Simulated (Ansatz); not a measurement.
Write a Python script for Ansatz's Python interface that makes a small convex hull of the Hf-Be system. Level of theory (first run): PBEsol, PAW, cutoff 460 eV, 5×5×6 k-points, Fermi-Dirac smearing of 0.05 eV.

Script `hull.py`:
```python
from collections import Counter
import warnings

import ansatz as az
import numpy as np

PHASES = {
    "HfBe5 P6/mmm": (
        [[4.519402, 0.0, 0.0], [-2.259701, 3.913917, 0.0], [0.0, 0.0, 3.43969]],
        [
            ("Hf", [0.0, 0.0, 0.0]),
            ("Be", [1 / 3, 2 / 3, 0.0]),
            ("Be", [2 / 3, 1 / 3, 0.0]),
            ("Be", [0.5, 0.0, 0.5]),
            ("Be", [0.5, 0.5, 0.5]),
            ("Be", [0.0, 0.5, 0.5]),
        ],
    ),
    "HfBe2 P6/mmm": (
        [[3.779501, 0.0, 0.0], [-1.889751, 3.273144, 0.0], [0.0, 0.0, 3.169958]],
        [
            ("Hf", [0.0, 0.0, 0.0]),
            ("Be", [1 / 3, 2 / 3, 0.5]),
            ("Be", [2 / 3, 1 / 3, 0.5]),
        ],
    ),
    "Hf": (
        [[3.1967, 0.0, 0.0], [-1.59835, 2.768423, 0.0], [0.0, 0.0, 5.0578]],
        [
            ("Hf", [1 / 3, 2 / 3, 0.25]),
            ("Hf", [2 / 3, 1 / 3, 0.75]),
        ],
    ),
    "Be": (
        [[2.2853, 0.0, 0.0], [-1.14265, 1.979128, 0.0], [0.0, 0.0, 3.5842]],
        [
            ("Be", [1 / 3, 2 / 3, 0.25]),
            ("Be", [2 / 3, 1 / 3, 0.75]),
        ],
    ),
}


def build(vectors, sites):
    crystal = az.Crystal(lattice=az.Lattice.of(vectors))
    for symbol, position in sites:
        crystal = crystal.atom(symbol, position)
    return crystal


def compute(name, crystal):
    calc = (
        crystal.calculation()
        .functional("pbesol")
        .basis(460)
        .kpoints(spacing=0.33)
        .occupations("fermi_dirac", width=0.05)
    )
    calc = calc.relax(force_tolerance=0.03, cell=True)
    return calc.run(threads=1)


def counts(outcome):
    return Counter(site.symbol for site in outcome.lattice.sites)

def formation_energy(outcome, mu):
    n = counts(outcome)
    return (outcome.report["energy_sigma0_ev"] - sum(k * mu[element] for element, k in n.items())) / sum(n.values())


def main() -> None:
    warnings.simplefilter("ignore", az.DeckWarning)

    phases = {name: build(*cell) for name, cell in PHASES.items()}

    done = {}
    for name, crystal in phases.items():
        done[name] = compute(name, crystal)
        print(f"{name}: {done[name].report['energy_sigma0_ev']:.4f} eV, {len(done[name].lattice.sites)} atoms")

    references = {"Hf": "Hf", "Be": "Be"}
    mu = {element: done[name].report["energy_sigma0_ev"] / len(done[name].lattice.sites) for element, name in references.items()}
    points = sorted((counts(o)["Be"] / len(o.lattice.sites), formation_energy(o, mu), name) for name, o in done.items())

    hull = []
    for x, e, _ in points:
        while len(hull) > 1 and (hull[-1][0] - hull[-2][0]) * (e - hull[-2][1]) - (hull[-1][1] - hull[-2][1]) * (x - hull[-2][0]) <= 0:
            hull.pop()
        hull.append((x, e))
    rows = [(name, x, e, e - np.interp(x, *zip(*hull))) for x, e, name in points]
    print("     phase       x(Be)  E_form (eV/atom)  above hull (eV/atom)")
    for row in rows:
        print(f"{str(row[0]):>10}  {row[1]:10.3f}  {row[2]:16.4f}  {row[3]:20.4f}")
    print("on the hull of these phases:", ", ".join(row[0] for row in rows if row[3] < 1e-6))


if __name__ == "__main__":
    main()
```

```console
$ python hull.py
HfBe5 P6/mmm: -16051.1627 eV, 6 atoms
HfBe2 P6/mmm: -15779.2091 eV, 3 atoms
Hf: -31196.0497 eV, 2 atoms
Be: -180.6757 eV, 2 atoms
     phase       x(Be)  E_form (eV/atom)  above hull (eV/atom)
        Hf       0.000            0.0000                0.0000
HfBe2 P6/mmm       0.667           -0.1695                0.0236
HfBe5 P6/mmm       0.833           -0.2414                0.0000
        Be       1.000            0.0000                0.0000
on the hull of these phases: Hf, HfBe5 P6/mmm, Be
```

Total energies depend on the potentials; only differences at equal settings carry meaning. The run is spin-unpolarised. For the metals among these phases the mesh is modest: differences between phases can be off by up to 40 meV an atom. Spin-orbit coupling, which matters for elements this heavy, is left out. The cells come from databases of deposited and of computed structures, and not all need be stable phases. Differences under about 40 meV an atom lie within the error of mesh and functional, so such verdicts may flip; only the cells listed enter the hull. The whole script took 15 s on 1 thread of Intel(R) Xeon(R) 6975P-C (Granite Rapids) (shared host), peak memory 0.45 GiB.

(Lines on the test bed's own set-up are left out of the output.)
